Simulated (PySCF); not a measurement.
# C3H8AlNO: the cost of one run

Computed with PySCF 2.14.0, with density-fitted response routines of our own, on a single molecule in the gas phase. Atoms are numbered from 0 throughout.

**1. The molecule as given**

14 atoms, charge 0, multiplicity 1; geometry from: GFN2-xTB. The atoms were then displaced at random by about 0.01 Å, so the start is not that level's minimum.

Bonds of the start (Å): C0–O1 1.39, O1–C2 1.42, C2–C3 1.59, C3–N4 1.23, C3–Al5 2.08, Al5–O1 1.91, C0–H6 1.09, C0–H7 1.12, C0–H8 1.07, C2–H9 1.12, C2–H10 1.09, N4–H11 1.03, Al5–H12 1.57, Al5–H13 1.56.

**2. Relaxing the molecule at PBE0-D3(BJ)/def2-SVP**

The job: settings as JSON, then the geometry in Å.

```
{"job": {"xc": "PBE0", "basis": "def2-SVP", "d3": "d3bj", "grid": 1, "shake": 0.01, "kind": "geom"}, "charge": 0, "multiplicity": 1}
C     -1.872540    -0.308620     0.390200
O     -0.614520     0.164850     0.023290
C      0.444440    -0.760870     0.201450
C      1.691860     0.094460    -0.286830
N      2.844210    -0.325830    -0.311890
Al     0.363270     1.646750    -0.672700
H     -1.916140    -0.544390     1.448660
H     -2.571900     0.536560     0.183880
H     -2.177770    -1.150460    -0.190870
H      0.546530    -1.046070     1.275790
H      0.295550    -1.661380    -0.387020
H      3.016190    -1.275000     0.042020
H     -0.223900     1.843760    -2.118560
H      0.167560     2.771160     0.394830
```

Run with:

```sh
$ OMP_NUM_THREADS=1 python probes_run.py task.json out
```

This one command runs all jobs of the session in turn.

**Question.** How long does this first job take on 1 thread of Arm Neoverse V1, shared host, and how much memory does it need?

About 1.7 min, with a peak of 0.48 GiB.
